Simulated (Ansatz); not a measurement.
# C2H5BCl2: vertical spin-state energies in Python

Aim: vertical spin-state energies, for C2H5BCl2, run from a script.

All numbers are computed with the Python package of Ansatz 0.2.0. Level of theory: CAM-B3LYP/def2-SVPD.

## (1) Starting point

Bond lengths: C1–C2 1.519 Å, C2–Cl3 1.752 Å, C2–B4 1.606 Å, B4–Cl5 1.868 Å, C1–H6 1.152 Å, C1–H7 1.061 Å, C1–H8 1.118 Å, C2–H9 1.110 Å, B4–H10 1.168 Å. Angles (14 of 15 angles, heavy atoms first): C1–C2–Cl3 108.5°, C1–C2–B4 111.9°, Cl3–C2–B4 106.6°, C2–B4–Cl5 119.4°, C1–C2–H9 111.0°, Cl3–C2–H9 106.5°, B4–C2–H9 112.0°, C2–C1–H6 107.7°, C2–C1–H7 113.8°, C2–C1–H8 106.9°, C2–B4–H10 119.1°, Cl5–B4–H10 120.7°, H6–C1–H7 111.2°, H6–C1–H8 104.0°.

The script holds or builds the structure itself.

## (2) The code

Contents of c2h5bcl2.py:

```python
from dataclasses import dataclass

import ansatz as az


@dataclass(frozen=True)
class Options:
    basis_set: str = "def2-SVPD"
    xc: str = "CAM-B3LYP"


settings = Options()

GEOMETRY = """
C    -0.70600   -0.16970    0.97750
C     0.24500    0.51000    0.00760
Cl    1.72040    0.90870    0.86360
B     0.66320   -0.46040   -1.20190
Cl    0.23040    0.01920   -2.95450
H    -0.98470    0.59710    1.79020
H    -0.31620   -1.05830    1.40700
H    -1.66390   -0.34030    0.42740
H    -0.17750    1.46980   -0.35550
H     1.07250   -1.52720   -0.95850
"""

mol = az.Crystal.molecule()
for line in GEOMETRY.strip().splitlines():
    symbol, *xyz = line.split()
    mol = mol.atom(symbol, [float(v) for v in xyz])

base = mol.calculation().basis(gaussian=settings.basis_set).functional(settings.xc)
found = {}
for unpaired in [0, 2]:
    summary = base.spin("collinear", total=unpaired).run(threads=1, pin="off").report
    s = unpaired / 2
    found[unpaired] = summary["free_energy_ev"]
    print(f"2S+1 = {unpaired + 1}: E = {found[unpaired]:.5f} eV, <S^2> = {abs(summary['mean_field']['state']['spin_squared']):.3f} (pure state {s * (s + 1):.2f})")
lowest = min(found, key=found.get)
for unpaired, e in found.items():
    print(f"multiplicity {unpaired + 1}: {96.485332 * (e - found[lowest]):.1f} kJ/mol above the lowest")
```

## (3) The calls as engine input

The engine receives this input (first run):

```yaml
crystal:
  periodic: [false, false, false]
  atoms:
    - { symbol: C, position_ang: [-0.706, -0.1697, 0.9775] }
    - { symbol: C, position_ang: [0.245, 0.51, 0.0076] }
    - { symbol: Cl, position_ang: [1.7204, 0.9087, 0.8636] }
    - { symbol: B, position_ang: [0.6632, -0.4604, -1.2019] }
    - { symbol: Cl, position_ang: [0.2304, 0.0192, -2.9545] }
    - { symbol: H, position_ang: [-0.9847, 0.5971, 1.7902] }
    - { symbol: H, position_ang: [-0.3162, -1.0583, 1.407] }
    - { symbol: H, position_ang: [-1.6639, -0.3403, 0.4274] }
    - { symbol: H, position_ang: [-0.1775, 1.4698, -0.3555] }
    - { symbol: H, position_ang: [1.0725, -1.5272, -0.9585] }
basis:
  gaussian:
    orbitals: def2-SVPD
hamiltonian:
  xc: cam_b3lyp
magnetization:
  spin_polarized: true
  initial_magnetization: 0.0
```

## (4) Running it

Launch:

```console
> python c2h5bcl2.py
```

**Question.** Which spin state is lowest at this geometry, and how far above lie the others?

The runs gave:

| quantity | value |
| --- | --- |
| runs compared | 2 |
| lowest | run 1 (2S+1 = 1) |
| next above it by | 4.634 eV |

In words: In order: multiplicity 1 (+0.00 eV) and multiplicity 3 (+4.63 eV), all at the one geometry. The geometry is a force-field or estimated start, not a minimum of this method, and the basis set is short of its limit. All parts are taken at fixed geometry, without zero-point energy.
